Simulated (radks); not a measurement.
# Ti²⁺ in [Ne] 3s1.75 3p6 3d2 4s0.25: an all-electron calculation

Wanted: eigenvalues, radial structure and energy terms of the titanium ion Ti2+.

The numbers are computed with radks (a radial shooting solver on a logarithmic mesh, Libxc functionals) version 1 (non-relativistic Kohn-Sham, r2SCAN, spin-polarised, spherical densities, point nucleus; open shells are filled with parallel spins first), except any that are marked as measured or tabulated.

### 1 Starting point

```
element       : titanium (Z = 22)
charge        : +2
electrons     : 20
configuration : [Ne] 3s1.75 3p6 3d2 4s0.25
```

### 2 The run

The run's settings:

```text
Z 22
configuration [Ne] 3s1.75 3p6 3d2 4s0.25 4p0 5s0 4d0 4f0
relativity non-relativistic
functional r2scan,r2scan
spin polarised
nucleus point
```

What does the calculation give?

**Answer**, as computed:

```
                        quantity                   value
                    total energy      -847.96203 hartree
exchange-correlation share of it                  4.89 %
                            −T/E                  0.9991
          highest occupied level       4s up, -17.368 eV
    most extended occupied level  4s up, <r> = 2.90 bohr
 radius at density 0.001 e/bohr³               3.37 bohr
    maxima of the radial density                       3
```

**Reading.** The radial density shows 3 maxima for 4 occupied principal shells; where shells overlap, one shows as a shoulder or not at all. −T/E = 0.9991, near the virial value of 1. This is not the tabulated ground configuration, so its levels and sizes aren't those of the ground state, and no measured value stands beside it.
